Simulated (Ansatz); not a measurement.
# UBLYP/def2-TZVP (core potential) run of SnH3O (SMILES [OH][SnH2])

Aim: the electronic atomisation energy of SnH3O at UBLYP/def2-TZVP (core potential), from 4 runs. 

The results are computed with Ansatz 0.2.0.

28 further runs of the same task are left out: 28 set aside as unsound or not needed. Runs told in other sessions of the task aren't counted.

### Step 1. The molecule

SnH3O has 5 atoms, charge 0, and is taken as a doublet. SMILES: `[OH][SnH2]`. The coordinates come from a PBE0-D4/def2-TZVP relaxation. This is one conformer, not always the lowest.

Bond lengths: O1–Sn2 1.976 Å, O1–H3 0.960 Å, Sn2–H4 1.735 Å, Sn2–H5 1.722 Å. Angles: O1–Sn2–H4 106.9°, O1–Sn2–H5 101.9°, Sn2–O1–H3 113.3°, H4–Sn2–H5 111.7°.

### Step 2. The energy at UBLYP/def2-TZVP (core potential)

job.yaml reads:

```yaml
basis:
  gaussian: {orbitals: def2-TZVP}
crystal:
  periodic: [false, false, false]
  atoms:
    - {symbol: O, position_ang: [0.707400, -0.732900, 0.861900]}
    - {symbol: Sn, position_ang: [0.104500, 0.308800, -0.705500]}
    - {symbol: H, position_ang: [0.368600, -1.631300, 0.873200]}
    - {symbol: H, position_ang: [-1.606800, 0.061300, -0.845900]}
    - {symbol: H, position_ang: [0.476300, 1.920400, -0.224900]}
magnetization: {spin_polarized: true, initial_magnetization: 1}
hamiltonian: {xc: {name: BLYP}}
accuracy: high
output: {orbitals: {seedname: orbitals}}
```

On the command line:

```console
$ ansatz run job.yaml --threads 1 --pin off --max-ram 2610MiB --events-out events.jsonl --progress --plain --runs-dir runs
```

Log:

```text
Warning: RAYON_NUM_THREADS=1 ignored (pool sized by the plan → 1); use --threads N
Functional definition: BLYP
  name "BLYP"
  parameter beta = 0.0042
  parameter a = 0.04918
  parameter b = 0.132
  parameter c = 0.2533
  parameter d = 0.349
  exchange = b88_x(beta = beta)
  correlation = lyp_c(a = a, b = b, c = c, d = d)
1887 factors; integrals over basis functions are off by at most 3.8e-9 eV
mean field evaluation 1: about -7916.7712 eV, gradient 5.1e1 eV
mean field evaluation 2: about -7793.5944 eV, gradient 1.4e2 eV
mean field evaluation 4: about -7925.2188 eV, gradient 1.0e1 eV
mean field evaluation 8: about -7925.6598 eV, gradient 2.5e-1 eV
mean field evaluation 16: about -7925.6600 eV, gradient 5.5e-5 eV
mean field -7925.66004927 eV, -291.2626346055 hartree, gradient 1.3e-8 eV, S^2 0.751504; 0 other end points of the search recorded, 0 dependent functions left out
reference -7925.66009782 eV, -291.2626363896 hartree; 17, 16 occupied and 82, 83 virtual orbitals, 1887 factors
Total energy: -7925.66009782 eV, -291.2626363896 hartree
```

Run time: 3.3 s. Hardware: 1 thread of AMD EPYC 9R45 (Zen 5), shared host; peak memory 0.29 GiB.

### Step 3. The H atom

input.yaml reads:

```yaml
crystal:
  periodic: [false, false, false]
  atoms:
    - symbol: H
      position_ang: [0.000000, 0.000000, 0.000000]
basis:
  gaussian: {orbitals: def2-TZVP}
hamiltonian: {xc: {name: BLYP}}
accuracy: high
magnetization: {spin_polarized: true, initial_magnetization: 1}
```

Run the same way, it converges to -0.49755 Eh (log not shown).

### Step 4. The O atom at the same level

input.yaml reads:

```yaml
crystal:
  periodic: [false, false, false]
  atoms:
    - {symbol: O, position_ang: [0.000000, 0.000000, 0.000000]}
basis:
  gaussian: {orbitals: def2-TZVP}
hamiltonian: {xc: {name: BLYP}}
magnetization: {spin_polarized: true, initial_magnetization: 2}
accuracy: high
```

On the command line:

```console
$ ansatz run input.yaml --threads 1 --pin off --max-ram 2610MiB --events-out events.jsonl --progress --plain --runs-dir runs
```

Log (excerpt; [...] marks lines left out):

```text
Warning: RAYON_NUM_THREADS=1 ignored (pool sized by the plan → 1); use --threads N
[... 9 set-up lines as earlier in the session ...]
306 factors; integrals over basis functions are off by at most 3.5e-9 eV
mean field evaluation 1: about -2042.8498 eV, gradient 1.0e1 eV
mean field evaluation 2: about -2042.8051 eV, gradient 1.1e1 eV
mean field evaluation 4: about -2043.1706 eV, gradient 2.5e-2 eV
mean field evaluation 8: about -2043.1708 eV, gradient 3.0e-4 eV
mean field evaluation 16: about -2042.9447 eV, gradient 9.0e0 eV
mean field evaluation 32: about -2043.1704 eV, gradient 2.0e-1 eV
mean field evaluation 64: about -2043.0750 eV, gradient 6.0e0 eV
mean field -2043.17078665 eV, -75.0851414985 hartree, gradient 2.3e-9 eV, S^2 2.002888; 12 other end points of the search recorded, 0 dependent functions left out
reference -2043.17081244 eV, -75.0851424461 hartree; 5, 3 occupied and 26, 28 virtual orbitals, 306 factors
Total energy: -2043.17081244 eV, -75.0851424461 hartree
```

Wall time 0.86 s (1 thread of AMD EPYC 9R45 (Zen 5), shared host).

### Step 5. The Sn atom, same level

molecule.yaml reads:

```yaml
crystal:
  periodic: [false, false, false]
  atoms:
    - symbol: Sn
      position_ang: [0.000000, 0.000000, 0.000000]
basis:
  gaussian: {orbitals: def2-TZVP}
magnetization: {spin_polarized: true, initial_magnetization: 2}
hamiltonian: {xc: {name: BLYP}}
accuracy: high
```

Run the same way, it converges to -214.20604 Eh (log not shown).

### Step 6. Summary of results

Level: UBLYP/def2-TZVP (core potential).

| quantity | value |
| --- | --- |
| molecule: total energy | -291.26264 Eh |
| molecule: HOMO energy (highest over α and β) | -4.89 eV |
| molecule: LUMO energy (lowest over α and β) | -4.05 eV |
| molecule: ⟨S²⟩ | 0.752 |
| H atom: total energy | -0.49755 Eh |
| H atom: ⟨S²⟩ | 0.750 |
| O atom: total energy | -75.08514 Eh |
| O atom: ⟨S²⟩ | 2.003 |
| Sn atom: total energy | -214.20604 Eh |
| Sn atom: ⟨S²⟩ | 2.001 |
| electronic atomisation energy | 13.029 eV |

**Reading.** Taking the molecule apart into free atoms costs 13.03 eV (1257 kJ/mol), before zero-point energy and without spin-orbit coupling.
